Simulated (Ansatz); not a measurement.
# Ga2SbP: the band gap up the ladder of functionals

One table from this session's results is given with a row withheld; the runs are named, their logs left out.

The runs shown are made with Ansatz 0.2.0. PAW datasets, plane waves. No spin polarisation. The prototype was imposed, so other structures may be more stable.

### Starting point

The cell was relaxed beforehand with r2SCAN.

It is tetragonal, I-42d (No. 122); a = 5.795 Å, c = 11.495 Å in the conventional setting, 24.13 Å³ an atom. P has 4 Ga at 2.38 Å; Ga has 2 P at 2.38 Å and 2 Sb at 2.63 Å; Sb has 4 Ga at 2.63 Å.

Structure file:

```cif
data_structure
_symmetry_space_group_name_H-M 'I-42d'
_symmetry_Int_Tables_number 122
_cell_length_a 5.7953
_cell_length_b 5.7953
_cell_length_c 11.4952
_cell_angle_alpha 90.000
_cell_angle_beta 90.000
_cell_angle_gamma 90.000
_cell_volume 386.07
loop_
_atom_site_label
_atom_site_type_symbol
_atom_site_symmetry_multiplicity
_atom_site_Wyckoff_symbol
_atom_site_fract_x
_atom_site_fract_y
_atom_site_fract_z
_atom_site_occupancy
P1 P 4 a 0.00000 0.50000 0.25000 1
Ga1 Ga 8 d 0.28724 0.75000 0.62500 1
Sb1 Sb 4 b 0.50000 0.00000 0.25000 1
```

Set-up of the first run:

input.yaml

```yaml
crystal:
  lattice:
    - [-2.8976500483, 2.8976500483, 5.7475823663]
    - [2.8976500483, -2.8976500483, 5.7475823663]
    - [2.8976500483, 2.8976500483, -5.7475823663]
  atoms:
    - { symbol: P, position: [0.0, 0.0, 0.0] }
    - { symbol: Ga, position: [0.625, 0.6622384098, 0.5372384098] }
    - { symbol: P, position: [0.25, 0.75, 0.5] }
    - { symbol: Ga, position: [0.9122384098, 0.375, 0.0372384098] }
    - { symbol: Sb, position: [0.5, 0.5, 0.0] }
    - { symbol: Ga, position: [0.125, 0.0877615902, 0.4627615902] }
    - { symbol: Sb, position: [0.75, 0.25, 0.5] }
    - { symbol: Ga, position: [0.3377615902, 0.875, -0.0372384098] }
kpoints:
  mp_grid: { grid: [6, 6, 6] }
  band_path:
    path:
      - [[0.0, 0.0, 0.0], [-7.714319310545e-18, 7.714319310545e-18, 0.5], [0.25, 0.25, 0.25], [5.345790267849e-17, 0.5, -5.345790267849e-17], [0.0, 0.0, 0.0], [0.5, 0.5, -0.5], [0.3135420862397, 0.6864579137603, -0.3135420862397]]
      - [[-0.3135420862397, 0.3135420862397, 0.3135420862397], [0.0, 0.0, 0.0]]
      - [[-7.714319310545e-18, 7.714319310545e-18, 0.5], [-0.1270841724795, 0.1270841724795, 0.5]]
      - [[0.5, 0.5, -0.1270841724795], [0.5, 0.5, -0.5]]
    npoints: 10
hamiltonian:
  xc: pbe
scf:
  occupations: { method: fermi_dirac, width: 0.02 }
  n_extra_bands: 6
output:
  forces: true
  stress: true
  eigenvalues: true
```

Launch:

```console
$ ansatz run input.yaml --threads 4 --pin off --max-ram 6451MiB --backend cpu --events-out ev --progress --plain --runs-dir out
```

Among the steps run: PBE bands along the symmetry lines; r2SCAN; HSE06 at the same geometry; PBE+SOC at the same geometry; PBE0 at the same geometry.

One of the session's tables, all rows but one given; the rest of the session is left out.

| level | gap (eV) |
| --- | --- |
| PBE | 0.77 |
| r2SCAN | 1.23 |
| HSE06 | ? |
| PBE+SOC | 0.67 |
| PBE0 | 2.20 |

**Question.** Estimate the row for HSE06.

**Answer.** gap (eV): 1.60. In the column «gap (eV)» it lies between r2SCAN (1.23) and PBE0 (2.20).

Meshes: PBE 6×6×6, r2SCAN 6×6×6, HSE06 4×4×4, PBE+SOC 6×6×6, PBE0 4×4×4

In words: The gap runs from 0.67 eV (PBE+SOC) to 2.20 eV (PBE0). PBE reaches 48 % of the HSE06 value, and r2SCAN 77 %. PBE0 lies 0.60 eV above HSE06, which differs from it by screening the long-range exchange. The levels disagree on whether the gap is direct.

Caveats from the session: Warnings in the runs' records: stress scf threshold loose, stress exchange threshold loose.
